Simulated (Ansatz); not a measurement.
# Os (Osmium): structure and electronic properties

An exercise on one series of results from a longer session: the logs are not shown, and one member is left open.

Program: Ansatz 0.2.0. Level of theory: DFT r2SCAN, scalar-relativistic, plane waves, PAW. These are calculated values, not measurements.

## The system as given

The structure is hexagonal, space group P6_3/mmc (No. 194). Conventional cell: a = 2.734 Å, b = 2.734 Å, c = 4.320 Å, α = 90.00°, β = 90.00°, γ = 120.00°. Os (site symmetry -6m2) has 12 Os at 2.68 to 2.73 Å as nearest neighbours.

As a file:

```
CELL_PARAMETERS angstrom
2.73410 0.00000 0.00000
-1.36705 2.36780 0.00000
0.00000 0.00000 4.31970
ATOMIC_POSITIONS crystal
Os 0.33333 0.66667 0.25000
Os 0.66667 0.33333 0.75000
```

Source of the structure: the Crystallography Open Database.

The first run:

(A quick probe on a coarse mesh, which set the mesh and smearing, is not shown.)

input.yaml

```yaml
crystal:
  lattice:
    - [2.7341, 0.0, 0.0]
    - [-1.36705, 2.3678000565, 0.0]
    - [0.0, 0.0, 4.3197]
  atoms:
    - { symbol: Os, position: [0.3333333333, 0.6666666667, 0.25] }
    - { symbol: Os, position: [0.6666666667, 0.3333333333, 0.75] }
basis:
  ecutwfc: 500
kpoints:
  mp_grid: { grid: [18, 18, 10] }
hamiltonian:
  xc: r2scan
scf:
  occupations: { method: gaussian, width: 0.1 }
output:
  forces: true
  stress: true
  eigenvalues: true
relax:
  adjacent_minimum: "off"
  f_tol: 0.005
  max_steps: 80
  cell: { stress_tol: 0.05 }
```

Command:

```
> ansatz run input.yaml --threads 1 --pin off --max-ram 2560MiB --backend cpu --events-out ev --progress --plain --runs-dir out
```

Among the steps run: Full relaxation; Bands, states and charges; Volume × 0.97; The cell scaled to 1.03 of its volume; Volume × 0.94; The cell scaled to 1.06 of its volume.

One of the session's tables, all rows but one given; the rest of the session is left out.

It belongs to the step «Energy against volume». 

| volume (Å³/atom) | energy above the lowest point (meV/atom) | pressure (GPa) |
| --- | --- | --- |
| 13.173 | 75.6 | 30.62 |
| 13.593 | ? | ? |
| 14.014 | 0.0 | -0.01 |
| 14.434 | 16.0 | -11.78 |
| 14.855 | 60.4 | -21.67 |

**Question.** Estimate the row for volume (Å³/atom) = 13.593.

Worked estimate for «energy above the lowest point (meV/atom)». A straight line through the neighbours (13.173, 75.6) and (14.014, 0.0) gives 75.6 + (0.0 − 75.6) × (13.593 − 13.173) / (14.014 − 13.173) = 37.8; a parabola fitted to 3 rows on both sides gives 19.9.

As computed: energy above the lowest point (meV/atom): 17.7; pressure (GPa): 13.99. In «energy above the lowest point (meV/atom)» the line misses by +20.1 and the parabola by +2.2.
